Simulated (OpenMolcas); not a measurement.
# Ir³⁺ among point charges: CASSCF and CASPT2 levels and susceptibility

How does a field of 5 point charges split the states of Ir³⁺, and what χT follows?

Method: state-averaged CASSCF and CASPT2, spin-orbit coupling by RASSI with atomic mean-field integrals. Code: OpenMolcas 26.06.

**1. The system**

- Species: Ir³⁺ (iridium, Z = 77, 74 electrons)
- Basis: ANO-RCC-VDZP [7s6p4d2f], 59 functions
- Scalar Hamiltonian: DKH2, point nucleus
- Inactive shells: 1s 2s 2p 3s 3p 3d 4s 4p 4d 4f 5s 5p
- Active space: 6 electrons in 5 orbitals (5d)
- Some configurations of this space: 5d⁶
- Orbitals: optimised for each spin and parity, averaged over all roots

Outer shells as boxes (Hund's rule):

5d6
```
5d [↑↓][↑ ][↑ ][↑ ][↑ ]
```

The ion sits among 5 point charges of -2 e arranged as a trigonal bipyramid (D3h), 2.08 Å from the ion, with the axial distance 2.059 Å.

The work runs as a chain of OpenMolcas steps in one folder; each step below is one input file. Labels, J, g values, rates, χT and fits are worked out afterwards by a script from the matrices that RASSI stores.

**2. GATEWAY and SEWARD: basis and integrals**

Contents of a.inp:

```
&GATEWAY
Coord
1

Ir 0.0 0.0 0.0
Basis=ANO-RCC-VDZP
Group=NoSym
NoMove
AngMom=0.0 0.0 0.0
AMFI
XField
5 Angstrom 0
2.080000 0.000000 0.000000 -2.000000
-1.040000 1.801333 0.000000 -2.000000
-1.040000 -1.801333 0.000000 -2.000000
0.000000 0.000000 2.059200 -2.000000
0.000000 0.000000 -2.059200 -2.000000
&SEWARD
```

On the command line:

```sh
> OMP_NUM_THREADS=1 MOLCAS_MEM=1689 MOLCAS_PROJECT=a pymolcas a.inp > a.log
```

**3. CASSCF: quintets, 5 roots**

Contents of a.inp:

```
&RASSCF
FileOrb=start.orb
Symmetry=1
Spin=5
nActEl=6 0 0
Inactive=34
Ras2=5
CIRoot=5 5 1
SDav=5
CIMx=300
Iter=120 100
PrWF=0.3
OrbListing=Nothing
MaxOrb=0
>>> COPY $Project.JobIph JOB001
```

start.orb holds the contracted functions of the basis, ordered by shell, or the orbitals of the step before.

**4. CASSCF: triplets, 45 roots**

Contents of a.inp:

```
&RASSCF
FileOrb=start.orb
Symmetry=1
Spin=3
nActEl=6 0 0
Inactive=34
Ras2=5
CIRoot=45 45 1
SDav=45
CIMx=300
Iter=120 100
PrWF=0.3
OrbListing=Nothing
MaxOrb=0
>>> COPY $Project.JobIph JOB002
```

**5. CASSCF: singlets, 50 roots**

Contents of a.inp:

```
&RASSCF
FileOrb=start.orb
Symmetry=1
Spin=1
nActEl=6 0 0
Inactive=34
Ras2=5
CIRoot=50 50 1
SDav=50
CIMx=300
Iter=120 100
PrWF=0.3
OrbListing=Nothing
MaxOrb=0
>>> COPY $Project.JobIph JOB003
```

**6. RASSI: spin-orbit coupling between the states**

Contents of a.inp:

```
&RASSI
NrOfJobIphs=3 5 45 50
1 2 3 4 5
1 2 3 4 5 6 7 8 9 10 11 12 13 14 15 16 17 18 19 20 21 22 23 24 25 26 27
28 29 30 31 32 33 34 35 36 37 38 39 40 41 42 43 44 45
1 2 3 4 5 6 7 8 9 10 11 12 13 14 15 16 17 18 19 20 21 22 23 24 25 26 27
28 29 30 31 32 33 34 35 36 37 38 39 40 41 42 43 44 45 46 47 48 49 50
IphNames
JOB001
JOB002
JOB003
EJob
SpinOrbit
DIPRint=1.0
SOCoupling=1000.0
Subsets=2
Property=9
'ANGMOM' 1 'ANGMOM' 2 'ANGMOM' 3 'MLTPL  1' 1 'MLTPL  1' 2 'MLTPL  1' 3
'AMFI' 1 'AMFI' 2 'AMFI' 3
SOProperty=3
'ANGMOM' 1 'ANGMOM' 2 'ANGMOM' 3
```

**7. CASPT2: IPEA 0.25, imaginary shift 0.1 (closed shells correlated: 4f 5s 5p)**

Contents of a.inp:

```
>>> COPY JOB001 $Project.JobIph
&CASPT2
Multistate=5 1 2 3 4 5
NoMult
Frozen=23
IPEA=0.25
Imaginary=0.1
MaxIter=60
WThr=0.0 0.3 0.05
PrWF=0.5
NoMix
>>> COPY JOB002 $Project.JobIph
&CASPT2
Multistate=45 1 2 3 4 5 6 7 8 9 10 11 12 13 14 15 16 17 18 19 20 21 22
23 24 25 26 27 28 29 30 31 32 33 34 35 36 37 38 39 40 41 42 43 44 45
NoMult
Frozen=23
IPEA=0.25
Imaginary=0.1
MaxIter=60
WThr=0.0 0.3 0.05
PrWF=0.5
NoMix
>>> COPY JOB003 $Project.JobIph
&CASPT2
Multistate=50 1 2 3 4 5 6 7 8 9 10 11 12 13 14 15 16 17 18 19 20 21 22
23 24 25 26 27 28 29 30 31 32 33 34 35 36 37 38 39 40 41 42 43 44 45 46
47 48 49 50
NoMult
Frozen=23
IPEA=0.25
Imaginary=0.1
MaxIter=60
WThr=0.0 0.3 0.05
PrWF=0.5
NoMix
```

(Steps that only read results are left out.)

What does the calculation give? Wanted: spin-free ground state; first state of the same spin within the active space; lowest level; next level.

As calculated:

| quantity | value |
| --- | --- |
| method | SS-CASPT2, IPEA 0.25, imaginary shift 0.1 (closed shells correlated: 4f 5s 5p) |
| spin-free ground state | 5E, 2-fold in its orbital part |
| first state of the same spin within the active space | 5E at 514 cm⁻¹ |
| lowest level | 2-fold E, g = 0.00, 0.00, 11.28 |
| next level | 1594.8 cm⁻¹ |
| χT at 300 K | 4.25 cm³ K/mol |
| effective moment at 300 K | 5.83 μB |

Cost by method:

```csv
method,time of its own steps,time with the reference
A. CASSCF,26 s,26 s
"B. SS-CASPT2, IPEA 0.25, imaginary shift 0.1, +4f 5s 5p",23 s,49 s
```

Times are of one thread on a shared host.

In words: The spin-free ground state (5E) comes to 100 % from free-ion D terms and keeps the highest spin of the shell. χT at 300 K is 4.25, against 3.01 cm³ K/mol for the spin alone, so orbital moment adds to it. An active space of the d shell alone favours high spin; real ions in strong fields can be low spin. CASPT2 does not keep the components of a term degenerate, and the means are used. The field of point charges can differ much from that of real complexes. With metal d orbitals alone active, the gaps between spin states are rough; where two lie within a few thousand cm-1, their order is open. This is an electrostatic model: the charges have no orbitals.
